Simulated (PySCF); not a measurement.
# MoBr2: relaxation and vibrations of the triplet

Aim: relax MoBr2 as a triplet from a linear start, check by its vibrations whether the end is a minimum, and collect its spectrum and constants.

Program: PySCF 2.14.0. Level of theory: PBE0, basis Mo def2-TZVP with ECP28, Br def2-TZVP, scalar-relativistic core potentials, no spin–orbit coupling, density fitting. These are calculated values, not measurements.

### 1 The system as given

3 atoms, charge 0, spin multiplicity 3.

Bond lengths: Mo1–Br2 2.520 Å, Mo1–Br3 2.520 Å. Angles: Br2–Mo1–Br3 180.0°.

```xyz
3
charge 0 multiplicity 3
Mo    0.0000    0.0000    0.0000
Br    0.0000    0.0000    2.5200
Br    0.0000    0.0000   -2.5200
```

### 2 First SCF at the start

One driver script runs all steps and calls PySCF; scf.py shows how it sets up the SCF of each step. The optimiser is the driver's own. After this first run the driver tries any further starts and a stability analysis.

scf.py

```python
from pyscf import gto, scf, dft
mol = gto.M(atom='''
Mo     0.000000     0.000000     0.000000
Br     0.000000     0.000000     2.520000
Br     0.000000     0.000000    -2.520000''',
    basis={'Mo': 'def2-TZVP', 'Br': 'def2-TZVP'},
    ecp={'Mo': 'def2-TZVP'},
    charge=0, spin=2)
mf = dft.UKS(mol, xc='PBE0')
mf.grids.atom_grid = (50, 194)
aux = {'Mo': 'def2-universal-JKFIT', 'Br': 'def2-universal-JKFIT'}
mf = mf.density_fit(auxbasis=aux)
mf.conv_tol = 1e-08
mf.diis_space = 10
mf.max_cycle = 60
mf.init_guess = 'minao'
mf.verbose = 4
mf.kernel()
```

Launch:

```
> OMP_NUM_THREADS=4 python axn.py task.json out
```

After this run come: Relaxing the triplet from the linear start; Is it a minimum? Harmonic modes; Downhill along the imaginary mode; Frequencies.

Q: Predict the outcome of this session. Wanted: minimum; geometry; wavenumbers; dipole moment; highest occupied, lowest empty level; polar-tensor charge of Mo1; zero-point energy; atomisation energy; ⟨S²⟩.

**Answer**, as computed:

```
                                          quantity                                value
                                           minimum        broken-symmetry (Ms = 1), C2v
                                          geometry  Mo–Br 2.395 Å (×2); Br–Mo–Br 134.7°
                                wavenumbers (cm⁻¹)          49 (a1), 251 (a1), 317 (b2)
                                     dipole moment                               2.07 D
highest occupied, lowest empty level (either spin)                      -5.86, -3.44 eV
                        polar-tensor charge of Mo1                              +1.06 e
                                 zero-point energy                           3.7 kJ/mol
                               entropy at 298.15 K                      334.8 J/(mol K)
         atomisation energy (no zero-point energy)                           552 kJ/mol
                                              ⟨S²⟩                                3.012
```

In words: The linear start (D∞h) ends in a minimum of C2v symmetry, after a stop at a saddle point 9.5 kJ/mol higher, from which it was pushed off along an imaginary mode. The determinant is spin-contaminated (⟨S²⟩ = 3.01 against 2.00), so it is no pure spin state. In the infrared the band at 317 cm⁻¹ (b2, stretch) leads. The first SCF alone would have been 78 kJ/mol too high. Other starts or spin states, not run here, may lie lower. One determinant may miss the lowest occupation of an open d or f shell.
